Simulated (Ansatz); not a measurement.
# KZn (CsCl type): the cost of one run

Program: Ansatz 0.2.0. Level of theory: DFT PBE, with the methods named in each step. These are calculated values, not measurements.

## Step 1: The system as given

The structure is cubic, space group Pm-3m (No. 221). Conventional cell: a = 4.356 Å, b = 4.356 Å, c = 4.356 Å, α = 90.00°, β = 90.00°, γ = 90.00°. K (site symmetry m-3m) is surrounded by 8 Zn at 3.77 Å. Around Zn (site symmetry m-3m) lie 8 K at 3.77 Å.

As a file:

```
CELL_PARAMETERS angstrom
4.35634 0.00000 0.00000
0.00000 4.35634 0.00000
0.00000 0.00000 4.35634
ATOMIC_POSITIONS crystal
K 0.00000 0.00000 0.00000
Zn 0.50000 0.50000 0.50000
```

An invented zintl-like structure; its stability wasn't tested.

Atoms are numbered in the order of the input: K1, Zn2.

## Step 2: Cell and atoms relaxed, PAW

Contents of input.yaml:

```yaml
crystal:
  lattice:
    - [4.3563395476, 0.0, 0.0]
    - [0.0, 4.3563395476, 0.0]
    - [0.0, 0.0, 4.3563395476]
  atoms:
    - { symbol: K, position: [0.0, 0.0, 0.0] }
    - { symbol: Zn, position: [0.5, 0.5, 0.5] }
kpoints:
  mp_grid: { grid: [10, 10, 10] }
scf:
  occupations: { method: fermi_dirac, width: 0.05 }
hamiltonian:
  xc: pbe
  pseudopotentials: { kind: paw }
output:
  forces: true
  stress: true
relax:
  f_tol: 0.005
  max_steps: 50
  cell: {}
```

The run is started by

```bash
> ansatz run input.yaml --threads 1 --pin off --max-ram 2048MiB --backend cpu --events-out ev --progress --plain --runs-dir out
```

Q: Estimate wall time and peak memory on 1 thread of Arm Neoverse V2, shared host.

About 16 s, with a peak of 0.37 GiB.
